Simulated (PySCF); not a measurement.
# C₃H₁₂AsNSi: electronic excitations

What electronic excitations should C₃H₁₂AsNSi (`CN(C)C[SiH2][AsH2]`) show?

The runs use PySCF 2.14.0, with density-fitted response routines of our own; the level of theory stands in each step. All values are computed, except where a source is named. Atoms count from 0, in the outputs and in this text.

**1. The molecule as given**

18 atoms, charge 0, multiplicity 1; geometry from: GFN2-xTB.

Bonds of the start (Å): C0–N1 1.45, N1–C2 1.45, N1–C3 1.46, C3–Si4 1.91, Si4–As5 2.31, C0–H6 1.10, C0–H7 1.09, C0–H8 1.09, C2–H9 1.09, C2–H10 1.09, C2–H11 1.10, C3–H12 1.10, C3–H13 1.09, Si4–H14 1.47, Si4–H15 1.48, As5–H16 1.50, As5–H17 1.51.

**2. Excited states and response: CAM-B3LYP/def2-SVPD**

What the job is given:

```
{"job": {"kind": "uv", "xc": "CAM-B3LYP", "basis": "def2-SVPD", "nstates": 8, "ntriplets": 3}, "charge": 0, "multiplicity": 1}
C     -0.612524     1.483544    -0.133088
N     -0.655471     0.061824    -0.407491
C     -1.964367    -0.313900    -0.909222
C     -0.281420    -0.699303     0.782234
Si     1.631955    -0.747523     0.831954
As     2.021783    -0.564124    -1.442142
H     -1.350411     1.782144     0.627730
H     -0.813298     2.035624    -1.051321
H      0.380189     1.754955     0.225946
H     -1.958648    -1.371132    -1.170402
H     -2.183368     0.261169    -1.808390
H     -2.762204    -0.134447    -0.172604
H     -0.757881    -0.299043     1.686579
H     -0.644660    -1.721095     0.658586
H      2.058054    -2.009194     1.461061
H      2.140915     0.305580     1.732437
H      2.225566     0.917324    -1.382481
H      3.517030    -0.736086    -1.314327
```

Method: TDDFT CAM-B3LYP/def2-SVPD, vertical, gas phase, core orbitals frozen in the response.

Started as:

```console
> OMP_NUM_THREADS=1 python probes_run.py task.json out
```

The driver reads the jobs from task.json and runs them one after another.

What will the session give for the following? lowest singlet (CAM-B3LYP/def2-SVPD); brightest single state of those computed; lowest triplet; surface potential, 1st and 99th percentile. Wanted: lowest singlet; brightest single state of those computed; lowest triplet; surface potential, 1st and 99th percentile.

The runs gave:

| quantity | value |
| --- | --- |
| lowest singlet (CAM-B3LYP/def2-SVPD) | 5.82 eV (213 nm), f = 0.033 |
| brightest single state of those computed | state 5, 6.85 eV, f = 0.204 |
| lowest triplet | 5.38 eV |
| surface potential, 1st and 99th percentile | -0.78 V and 0.76 V |

The first singlet state (HOMO→LUMO 0.81, HOMO→LUMO+1 0.10) lies at 5.82 eV and is weak; of the 8 states computed, the strongest absorption comes from state 5 at 6.85 eV. The lowest triplet lies 0.43 eV below the lowest singlet (triplets in Tamm-Dancoff, singlets in full TDDFT).
